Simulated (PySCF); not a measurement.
# CsBr: NMR shieldings

Aim: compute the NMR shieldings of CsBr (`[Br][Cs]`).

Programs: PySCF 2.14.0, with routines of our own; each step states its level. All values are computed. Atoms count from 0.

### 1 The starting structure

2 atoms, charge 0, multiplicity 1; geometry from: GFN2-xTB.

### 2 Geometry optimisation at PBE0-D3(BJ)/def2-SVP

Job settings and geometry (Å):

```
{"job": {"xc": "PBE0", "basis": "def2-SVP", "d3": "d3bj", "grid": 1, "maxiter": 30, "shake": 0.01, "kind": "geom"}, "charge": 0, "multiplicity": 1}
Br     1.554550    -0.028230     0.001080
Cs    -1.537060    -0.000580    -0.013200
```

Started as:

```
> OMP_NUM_THREADS=1 python heavy_run.py task.json out
```

This one command runs all jobs of the session in turn.

Output:

```text
step   0  E = -2593.78541346  max force = 0.003898
step   1  E = -2593.78547816  max force = 0.002478
step   2  E = -2593.78556733  max force = 0.000493
step   3  E = -2593.78556896  max force = 0.000066
optimisation converged
```

Wall time 5.5 s (1 thread of Arm Neoverse V1, shared host); peak memory 0.27 GiB.

Step by step:

| step | energy from step 0 (eV) | largest force component (eV/Å) |
| --- | --- | --- |
| 0 | 0.0000 | 0.2004 |
| 1 | -0.0018 | 0.1274 |
| 2 | -0.0042 | 0.0254 |
| 3 | -0.0042 | 0.0034 |

The bond:

| bond | before (Å) | after (Å) | change (Å) |
| --- | --- | --- | --- |
| Br0–Cs1 | 3.092 | 3.134 | +0.042 |

The next job starts from the end point, and lists it.

| at the end point | value |
| --- | --- |
| point group (found at 0.08 Å tolerance) | Cinfv |
| rotational constants (GHz, main isotopes) | 1.039, 1.039 |
| dipole moment (D) | 10.84 |

### 3 NMR shieldings: PBE/pcJ-1 Br:dyall-v2z Cs:dyall-v2z (PBE), spin–orbit

Job settings and geometry (Å):

```
{"job": {"kind": "hnmr", "xc": "PBE", "basis": {"default": "pcJ-1", "Br": "dyall-v2z", "Cs": "dyall-v2z"}, "rel": "so"}, "charge": 0, "multiplicity": 1}
Br     1.575668    -0.058281     0.015839
Cs    -1.556428     0.028279    -0.028059
```

With the program's defaults for keys left out, this is: PBE/pcJ-1 Br:dyall-v2z Cs:dyall-v2z GIAO NMR shielding, X2C with spin-orbit coupling, screened-nuclear two-electron part, Gaussian nuclei, gas phase.

Output:

```text
spin-free SCF
coarse grid: 16200 points
cycle   1  E = -10391.7597199237  dE = -4.713e-01  |g| = 4.664e-01  |ddm| = 1.310e+00
cycle   2  E = -10391.2402532877  dE =  5.195e-01  |g| = 1.172e+00  |ddm| = 2.647e+00
cycle   3  E = -10391.8057916919  dE = -5.655e-01  |g| = 1.278e-01  |ddm| = 2.326e+00
cycle   4  E = -10391.8085120868  dE = -2.720e-03  |g| = 6.266e-02  |ddm| = 1.770e-01
cycle   5  E = -10391.8089131814  dE = -4.011e-04  |g| = 1.031e-02  |ddm| = 6.959e-02
cycle   6  E = -10391.8089205619  dE = -7.381e-06  |g| = 3.898e-03  |ddm| = 7.382e-03
cycle   7  E = -10391.8089259005  dE = -5.339e-06  |g| = 7.635e-04  |ddm| = 6.914e-03
final grid: 28488 points
cycle   8  E = -10391.8078466156  dE = -8.272e-05  |g| = 1.306e-02  |ddm| = 3.000e-03
cycle   9  E = -10391.8078465775  dE =  3.808e-08  |g| = 9.199e-04  |ddm| = 2.165e-03
cycle  10  E = -10391.8078465144  dE =  6.307e-08  |g| = 1.038e-03  |ddm| = 2.387e-03
cycle  11  E = -10391.8078468047  dE = -2.903e-07  |g| = 2.091e-04  |ddm| = 1.326e-03
cycle  12  E = -10391.8078468078  dE = -3.041e-09  |g| = 2.466e-05  |ddm| = 1.469e-04
converged SCF energy = -10391.8078468078
two-component SCF
cycle   1  E = -10390.5640569408  dE = -1.039e+04  |FDS-SDF| = 1.431e+02
cycle   2  E = -10393.4726572433  dE = -2.909e+00  |FDS-SDF| = 1.012e-01
cycle   3  E = -10393.4726677716  dE = -1.053e-05  |FDS-SDF| = 2.042e-02
cycle   4  E = -10393.4726712348  dE = -3.463e-06  |FDS-SDF| = 9.294e-03
cycle   5  E = -10393.4726741115  dE = -2.877e-06  |FDS-SDF| = 1.128e-03
cycle   6  E = -10393.4726742352  dE = -1.237e-07  |FDS-SDF| = 4.588e-04
cycle   7  E = -10393.4726742750  dE = -3.972e-08  |FDS-SDF| = 4.823e-05
cycle   8  E = -10393.4726742754  dE = -3.893e-10  |FDS-SDF| = 1.330e-05
converged, E = -10393.4726742754

Field gradients (au) and densities at the nuclei (bohr^-3)
atom        Vxx        Vyy        Vzz        centre      nuclear mean
  0 Br    -0.3603    -0.3610     0.7213      40851.195      40791.264
  1 Cs     0.5221     0.5221    -1.0443     294355.365     283192.191
without picture change
  0 Br                           0.7436                     66305.279
  1 Cs                          -1.0849                    654599.932

Core orbital energies (eV)
atom   shell        mean    spread
  0 Br 1s       -13297.252   0.000
  0 Br 2s        -1726.495   0.000
  0 Br 3s         -233.149   0.000
  0 Br 4s          -16.050   0.000
  0 Br 2p1/2     -1553.949   0.000
  0 Br 2p3/2     -1506.936   0.008
  0 Br 3p1/2      -173.245   0.000
  0 Br 3p3/2      -166.444   0.030
  0 Br 3d3/2       -62.628   0.032
  0 Br 3d5/2       -61.582   0.042
  1 Cs 1s       -35720.599   0.000
  1 Cs 2s        -5603.240   0.000
  1 Cs 3s        -1165.023   0.000
  1 Cs 4s         -219.740   0.000
  1 Cs 5s          -26.547   0.000
  1 Cs 2p1/2     -5270.342   0.000
  1 Cs 2p3/2     -4920.078   0.003
  1 Cs 3p1/2     -1026.317   0.000
  1 Cs 3p3/2      -958.976   0.003
  1 Cs 4p1/2      -169.982   0.000
  1 Cs 4p3/2      -156.225   0.027
  1 Cs 5p1/2       -14.550   0.000
  1 Cs 5p3/2       -12.938   0.078
  1 Cs 3d3/2      -715.541   0.003
  1 Cs 3d5/2      -701.414   0.003
  1 Cs 4d3/2       -75.377   0.036
  1 Cs 4d5/2       -73.100   0.047

vertical triplet (scalar unrestricted SCF): 4.211 eV

Shielding tensors (ppm)
atom      isotropic    diamagn.    paramagn.     s11        s22        s33       span
  0 Br     2678.75     2989.02     -310.27    2296.80    2296.81    3442.63    1145.83
  1 Cs     6797.31     5320.01     1477.30    6569.20    6569.20    7253.53     684.33
```

Wall time 25 s (1 thread of Arm Neoverse V1, shared host); peak memory 0.78 GiB.

From this job:

| quantity | value |
| --- | --- |
| energy from spin-orbit coupling | -1.6648 Eh |

### 4 NMR shieldings: KT2/pcJ-1 Br:dyall-v2z Cs:dyall-v2z (KT2), spin–orbit

Job settings and geometry (Å):

```
{"job": {"kind": "hnmr", "xc": "KT2", "basis": {"default": "pcJ-1", "Br": "dyall-v2z", "Cs": "dyall-v2z"}, "rel": "so"}, "charge": 0, "multiplicity": 1}
Br     1.575668    -0.058281     0.015839
Cs    -1.556428     0.028279    -0.028059
```

With the program's defaults for keys left out, this is: KT2/pcJ-1 Br:dyall-v2z Cs:dyall-v2z GIAO NMR shielding, X2C with spin-orbit coupling, screened-nuclear two-electron part, Gaussian nuclei, gas phase.

Output:

```text
spin-free SCF
coarse grid: 16200 points
cycle   1  E = -10423.1255039332  dE = -3.997e-01  |g| = 1.634e+00  |ddm| = 1.418e+00
cycle   2  E = -10422.5819867736  dE =  5.435e-01  |g| = 1.592e+00  |ddm| = 2.690e+00
cycle   3  E = -10423.0756679814  dE = -4.937e-01  |g| = 7.780e-01  |ddm| = 2.835e+00
cycle   4  E = -10423.1950314585  dE = -1.194e-01  |g| = 1.717e-01  |ddm| = 8.077e-01
cycle   5  E = -10423.1982710000  dE = -3.240e-03  |g| = 6.946e-02  |ddm| = 3.301e-01
cycle   6  E = -10423.1995695006  dE = -1.299e-03  |g| = 6.912e-03  |ddm| = 9.335e-02
cycle   7  E = -10423.1995737279  dE = -4.227e-06  |g| = 3.573e-03  |ddm| = 1.061e-02
cycle   8  E = -10423.1995780424  dE = -4.315e-06  |g| = 5.580e-04  |ddm| = 6.557e-03
final grid: 28488 points
cycle   9  E = -10423.1993079032  dE = -8.726e-04  |g| = 4.497e+00  |ddm| = 2.062e-03
cycle  10  E = -10423.1993141728  dE = -6.270e-06  |g| = 4.149e-01  |ddm| = 1.928e-03
cycle  11  E = -10423.1993139293  dE =  2.435e-07  |g| = 1.452e-03  |ddm| = 2.846e-03
cycle  12  E = -10423.1993134148  dE =  5.146e-07  |g| = 2.211e-03  |ddm| = 4.358e-03
cycle  13  E = -10423.1993144133  dE = -9.985e-07  |g| = 2.167e-04  |ddm| = 2.558e-03
cycle  14  E = -10423.1993144218  dE = -8.544e-09  |g| = 8.899e-06  |ddm| = 1.944e-04
converged SCF energy = -10423.1993144218
two-component SCF
cycle   1  E = -10421.9519625233  dE = -1.042e+04  |FDS-SDF| = 1.434e+02
cycle   2  E = -10424.8653026017  dE = -2.913e+00  |FDS-SDF| = 1.035e-01
cycle   3  E = -10424.8653134133  dE = -1.081e-05  |FDS-SDF| = 1.945e-02
cycle   4  E = -10424.8653165287  dE = -3.115e-06  |FDS-SDF| = 8.700e-03
cycle   5  E = -10424.8653190510  dE = -2.522e-06  |FDS-SDF| = 1.110e-03
cycle   6  E = -10424.8653191633  dE = -1.123e-07  |FDS-SDF| = 4.609e-04
cycle   7  E = -10424.8653192096  dE = -4.628e-08  |FDS-SDF| = 7.905e-05
cycle   8  E = -10424.8653192099  dE = -2.910e-10  |FDS-SDF| = 2.210e-05
converged, E = -10424.8653192099

Field gradients (au) and densities at the nuclei (bohr^-3)
atom        Vxx        Vyy        Vzz        centre      nuclear mean
  0 Br    -0.3667    -0.3677     0.7344      41422.254      41357.229
  1 Cs     0.5094     0.5094    -1.0187     311840.423     295893.320
without picture change
  0 Br                           0.7574                     67349.846
  1 Cs                          -1.0574                    679063.077

Core orbital energies (eV)
atom   shell        mean    spread
  0 Br 1s       -13344.682   0.000
  0 Br 2s        -1736.139   0.000
  0 Br 3s         -236.512   0.000
  0 Br 4s          -16.130   0.000
  0 Br 2p1/2     -1561.297   0.000
  0 Br 2p3/2     -1514.097   0.008
  0 Br 3p1/2      -175.722   0.000
  0 Br 3p3/2      -168.898   0.029
  0 Br 3d3/2       -64.176   0.031
  0 Br 3d5/2       -63.120   0.041
  1 Cs 1s       -35802.728   0.000
  1 Cs 2s        -5622.365   0.000
  1 Cs 3s        -1171.808   0.000
  1 Cs 4s         -222.261   0.000
  1 Cs 5s          -26.590   0.000
  1 Cs 2p1/2     -5284.979   0.000
  1 Cs 2p3/2     -4933.941   0.002
  1 Cs 3p1/2     -1031.774   0.000
  1 Cs 3p3/2      -964.113   0.003
  1 Cs 4p1/2      -171.983   0.000
  1 Cs 4p3/2      -158.277   0.028
  1 Cs 5p1/2       -14.594   0.000
  1 Cs 5p3/2       -13.029   0.069
  1 Cs 3d3/2      -720.299   0.003
  1 Cs 3d5/2      -706.093   0.003
  1 Cs 4d3/2       -76.776   0.036
  1 Cs 4d5/2       -74.490   0.047

Shielding tensors (ppm)
atom      isotropic    diamagn.    paramagn.     s11        s22        s33       span
  0 Br     2671.33     2995.62     -324.29    2280.56    2280.57    3452.86    1172.30
  1 Cs     6814.79     5327.55     1487.24    6585.20    6585.20    7273.97     688.77
```

Run time: 23 s. Hardware: 1 thread of Arm Neoverse V1, shared host; peak memory 0.78 GiB.

In short:

| quantity | value |
| --- | --- |
| energy from spin-orbit coupling | -1.6660 Eh |

### 5 NMR shieldings: B3LYP/pcJ-1 Br:dyall-v2z Cs:dyall-v2z (B3LYP), spin–orbit

Job settings and geometry (Å):

```
{"job": {"kind": "hnmr", "xc": "B3LYP", "basis": {"default": "pcJ-1", "Br": "dyall-v2z", "Cs": "dyall-v2z"}, "rel": "so"}, "charge": 0, "multiplicity": 1}
Br     1.575668    -0.058281     0.015839
Cs    -1.556428     0.028279    -0.028059
```

Level: B3LYP/pcJ-1 Br:dyall-v2z Cs:dyall-v2z GIAO NMR shielding, X2C with spin-orbit coupling, screened-nuclear two-electron part, Gaussian nuclei, gas phase.

Output:

```text
spin-free SCF
coarse grid: 16200 points
cycle   1  E = -10392.6780583202  dE = -5.002e-01  |g| = 3.847e-01  |ddm| = 1.304e+00
cycle   2  E = -10392.6269818126  dE =  5.108e-02  |g| = 5.779e-01  |ddm| = 1.511e+00
cycle   3  E = -10392.7232423279  dE = -9.626e-02  |g| = 9.355e-02  |ddm| = 9.380e-01
cycle   4  E = -10392.7235408680  dE = -2.985e-04  |g| = 2.542e-02  |ddm| = 5.500e-02
cycle   5  E = -10392.7236906035  dE = -1.497e-04  |g| = 3.901e-03  |ddm| = 3.180e-02
cycle   6  E = -10392.7236927956  dE = -2.192e-06  |g| = 1.021e-03  |ddm| = 4.979e-03
final grid: 28488 points
cycle   7  E = -10392.7230517546  dE = -2.707e-05  |g| = 7.329e-03  |ddm| = 2.592e-03
cycle   8  E = -10392.7230516910  dE =  6.366e-08  |g| = 1.537e-03  |ddm| = 2.379e-03
cycle   9  E = -10392.7230516675  dE =  2.346e-08  |g| = 1.740e-03  |ddm| = 2.576e-03
cycle  10  E = -10392.7230519622  dE = -2.947e-07  |g| = 1.268e-04  |ddm| = 1.236e-03
cycle  11  E = -10392.7230519636  dE = -1.433e-09  |g| = 3.717e-06  |ddm| = 8.594e-05
converged SCF energy = -10392.7230519636
two-component SCF
cycle   1  E = -10391.4796292034  dE = -1.039e+04  |FDS-SDF| = 1.430e+02
cycle   2  E = -10394.3864011971  dE = -2.907e+00  |FDS-SDF| = 3.765e-01
cycle   3  E = -10394.3869454372  dE = -5.442e-04  |FDS-SDF| = 1.619e-02
cycle   4  E = -10394.3869497541  dE = -4.317e-06  |FDS-SDF| = 8.874e-03
cycle   5  E = -10394.3869516921  dE = -1.938e-06  |FDS-SDF| = 1.151e-03
cycle   6  E = -10394.3869517683  dE = -7.611e-08  |FDS-SDF| = 2.048e-04
cycle   7  E = -10394.3869517721  dE = -3.805e-09  |FDS-SDF| = 7.016e-05
converged, E = -10394.3869517721

Field gradients (au) and densities at the nuclei (bohr^-3)
atom        Vxx        Vyy        Vzz        centre      nuclear mean
  0 Br    -0.2928    -0.2934     0.5863      40820.695      40760.751
  1 Cs     0.5788     0.5788    -1.1575     294682.542     283322.323
without picture change
  0 Br                           0.6041                     66249.188
  1 Cs                          -1.2141                    654639.427

Core orbital energies (eV)
atom   shell        mean    spread
  0 Br 1s       -13348.982   0.000
  0 Br 2s        -1745.549   0.000
  0 Br 3s         -240.858   0.000
  0 Br 4s          -17.765   0.000
  0 Br 2p1/2     -1570.331   0.000
  0 Br 2p3/2     -1523.028   0.006
  0 Br 3p1/2      -179.668   0.000
  0 Br 3p3/2      -172.749   0.025
  0 Br 3d3/2       -66.543   0.028
  0 Br 3d5/2       -65.470   0.037
  1 Cs 1s       -35808.436   0.000
  1 Cs 2s        -5638.060   0.000
  1 Cs 3s        -1181.078   0.000
  1 Cs 4s         -226.622   0.000
  1 Cs 5s          -28.603   0.000
  1 Cs 2p1/2     -5301.541   0.000
  1 Cs 2p3/2     -4950.086   0.003
  1 Cs 3p1/2     -1040.429   0.000
  1 Cs 3p3/2      -972.519   0.004
  1 Cs 4p1/2      -175.666   0.000
  1 Cs 4p3/2      -161.729   0.028
  1 Cs 5p1/2       -15.800   0.000
  1 Cs 5p3/2       -14.122   0.065
  1 Cs 3d3/2      -725.817   0.003
  1 Cs 3d5/2      -711.571   0.004
  1 Cs 4d3/2       -78.464   0.036
  1 Cs 4d5/2       -76.145   0.047

Shielding tensors (ppm)
atom      isotropic    diamagn.    paramagn.     s11        s22        s33       span
  0 Br     2749.84     2989.57     -239.73    2402.06    2402.07    3445.40    1043.34
  1 Cs     6844.27     5320.06     1524.21    6638.22    6638.22    7256.38     618.16
```

Wall time 87 s (1 thread of Arm Neoverse V1, shared host); peak memory 1 GiB.

Key values:

| quantity | value |
| --- | --- |
| energy from spin-orbit coupling | -1.6639 Eh |

### 6 NMR shieldings: BHandHLYP/pcJ-1 Br:dyall-v2z Cs:dyall-v2z (BHandHLYP), spin–orbit

Job settings and geometry (Å):

```
{"job": {"kind": "hnmr", "xc": "BHandHLYP", "basis": {"default": "pcJ-1", "Br": "dyall-v2z", "Cs": "dyall-v2z"}, "rel": "so"}, "charge": 0, "multiplicity": 1}
Br     1.575668    -0.058281     0.015839
Cs    -1.556428     0.028279    -0.028059
```

Method: BHandHLYP/pcJ-1 Br:dyall-v2z Cs:dyall-v2z GIAO NMR shielding, X2C with spin-orbit coupling, screened-nuclear two-electron part, Gaussian nuclei, gas phase.

Output:

```text
spin-free SCF
coarse grid: 16200 points
cycle   1  E = -10392.5240030591  dE = -5.369e-01  |g| = 3.698e-01  |ddm| = 1.247e+00
cycle   2  E = -10392.5433745675  dE = -1.937e-02  |g| = 3.419e-01  |ddm| = 9.420e-01
cycle   3  E = -10392.5628198668  dE = -1.945e-02  |g| = 7.236e-02  |ddm| = 3.550e-01
cycle   4  E = -10392.5629845279  dE = -1.647e-04  |g| = 1.102e-02  |ddm| = 4.072e-02
cycle   5  E = -10392.5630166978  dE = -3.217e-05  |g| = 1.015e-03  |ddm| = 1.478e-02
cycle   6  E = -10392.5630170727  dE = -3.749e-07  |g| = 3.746e-04  |ddm| = 2.402e-03
final grid: 28488 points
cycle   7  E = -10392.5625659250  dE = -1.258e-05  |g| = 3.582e-03  |ddm| = 8.408e-04
cycle   8  E = -10392.5625659292  dE = -4.180e-09  |g| = 2.432e-04  |ddm| = 3.397e-04
cycle   9  E = -10392.5625659306  dE = -1.408e-09  |g| = 2.172e-04  |ddm| = 2.421e-04
cycle  10  E = -10392.5625659333  dE = -2.641e-09  |g| = 1.572e-05  |ddm| = 9.937e-05
converged SCF energy = -10392.5625659333
two-component SCF
cycle   1  E = -10391.3203841495  dE = -1.039e+04  |FDS-SDF| = 1.429e+02
cycle   2  E = -10394.2198129931  dE = -2.899e+00  |FDS-SDF| = 9.039e-01
cycle   3  E = -10394.2226211850  dE = -2.808e-03  |FDS-SDF| = 3.027e-02
cycle   4  E = -10394.2226707573  dE = -4.957e-05  |FDS-SDF| = 5.483e-03
cycle   5  E = -10394.2226736634  dE = -2.906e-06  |FDS-SDF| = 2.155e-03
cycle   6  E = -10394.2226741500  dE = -4.866e-07  |FDS-SDF| = 3.279e-04
cycle   7  E = -10394.2226742095  dE = -5.951e-08  |FDS-SDF| = 1.313e-04
cycle   8  E = -10394.2226742160  dE = -6.483e-09  |FDS-SDF| = 4.243e-05
converged, E = -10394.2226742160

Field gradients (au) and densities at the nuclei (bohr^-3)
atom        Vxx        Vyy        Vzz        centre      nuclear mean
  0 Br    -0.2371    -0.2376     0.4747      40793.462      40733.737
  1 Cs     0.5954     0.5954    -1.1907     294266.576     282962.886
without picture change
  0 Br                           0.4889                     66194.939
  1 Cs                          -1.2562                    653834.392

Core orbital energies (eV)
atom   shell        mean    spread
  0 Br 1s       -13426.540   0.000
  0 Br 2s        -1773.992   0.000
  0 Br 3s         -252.828   0.000
  0 Br 4s          -20.207   0.000
  0 Br 2p1/2     -1593.973   0.000
  0 Br 2p3/2     -1546.265   0.004
  0 Br 3p1/2      -189.417   0.000
  0 Br 3p3/2      -182.340   0.020
  0 Br 3d3/2       -72.275   0.025
  0 Br 3d5/2       -71.165   0.032
  1 Cs 1s       -35941.081   0.000
  1 Cs 2s        -5689.968   0.000
  1 Cs 3s        -1205.394   0.000
  1 Cs 4s         -237.054   0.000
  1 Cs 5s          -31.448   0.000
  1 Cs 2p1/2     -5346.690   0.000
  1 Cs 2p3/2     -4993.573   0.001
  1 Cs 3p1/2     -1061.426   0.000
  1 Cs 3p3/2      -992.661   0.004
  1 Cs 4p1/2      -184.175   0.000
  1 Cs 4p3/2      -170.040   0.027
  1 Cs 5p1/2       -17.520   0.000
  1 Cs 5p3/2       -15.778   0.034
  1 Cs 3d3/2      -740.870   0.003
  1 Cs 3d5/2      -726.452   0.004
  1 Cs 4d3/2       -82.988   0.034
  1 Cs 4d5/2       -80.613   0.045

Shielding tensors (ppm)
atom      isotropic    diamagn.    paramagn.     s11        s22        s33       span
  0 Br     2860.82     2990.03     -129.21    2567.22    2567.23    3448.03     880.81
  1 Cs     6896.58     5319.85     1576.72    6715.43    6715.43    7258.87     543.43
```

It took 1.7 min on 1 thread of Arm Neoverse V1, shared host; peak memory 1 GiB.

From this job:

| quantity | value |
| --- | --- |
| energy from spin-orbit coupling | -1.6601 Eh |

### 7 Shieldings side by side

| run | Br0 | Cs1 | time |
| --- | --- | --- | --- |
| step 3, PBE/pcJ-1 Br:dyall-v2z Cs:dyall-v2z (PBE), spin–orbit | 2678.7 | 6797.3 | 25 s |
| step 4, KT2/pcJ-1 Br:dyall-v2z Cs:dyall-v2z (KT2), spin–orbit | 2671.3 | 6814.8 | 23 s |
| step 5, B3LYP/pcJ-1 Br:dyall-v2z Cs:dyall-v2z (B3LYP), spin–orbit | 2749.8 | 6844.3 | 87 s |
| step 6, BHandHLYP/pcJ-1 Br:dyall-v2z Cs:dyall-v2z (BHandHLYP), spin–orbit | 2860.8 | 6896.6 | 1.7 min |

### 8 Outcome

```
                                                                                                   quantity                       value
                                                                                                point group                       Cinfv
                                                                       rotational constants (main isotopes)              1.04, 1.04 GHz
            energy from spin-orbit coupling (step 3, PBE/pcJ-1 Br:dyall-v2z Cs:dyall-v2z (PBE), spin–orbit)                  -1.6648 Eh
                                 shieldings (step 3, PBE/pcJ-1 Br:dyall-v2z Cs:dyall-v2z (PBE), spin–orbit)  Br0 2678.7, Cs1 6797.3 ppm
            energy from spin-orbit coupling (step 4, KT2/pcJ-1 Br:dyall-v2z Cs:dyall-v2z (KT2), spin–orbit)                  -1.6660 Eh
                                 shieldings (step 4, KT2/pcJ-1 Br:dyall-v2z Cs:dyall-v2z (KT2), spin–orbit)  Br0 2671.3, Cs1 6814.8 ppm
        energy from spin-orbit coupling (step 5, B3LYP/pcJ-1 Br:dyall-v2z Cs:dyall-v2z (B3LYP), spin–orbit)                  -1.6639 Eh
                             shieldings (step 5, B3LYP/pcJ-1 Br:dyall-v2z Cs:dyall-v2z (B3LYP), spin–orbit)  Br0 2749.8, Cs1 6844.3 ppm
energy from spin-orbit coupling (step 6, BHandHLYP/pcJ-1 Br:dyall-v2z Cs:dyall-v2z (BHandHLYP), spin–orbit)                  -1.6601 Eh
                     shieldings (step 6, BHandHLYP/pcJ-1 Br:dyall-v2z Cs:dyall-v2z (BHandHLYP), spin–orbit)  Br0 2860.8, Cs1 6896.6 ppm
```

Over 3 steps the energy fell by 0.004 eV; of the bonded pairs, Br0–Cs1 changed most, 3.092 to 3.134 Å. In step 3, Br0 has the widest tensor, 1146 ppm. Br0 moves most between the runs, by 189 ppm; the labels say what changes from run to run.
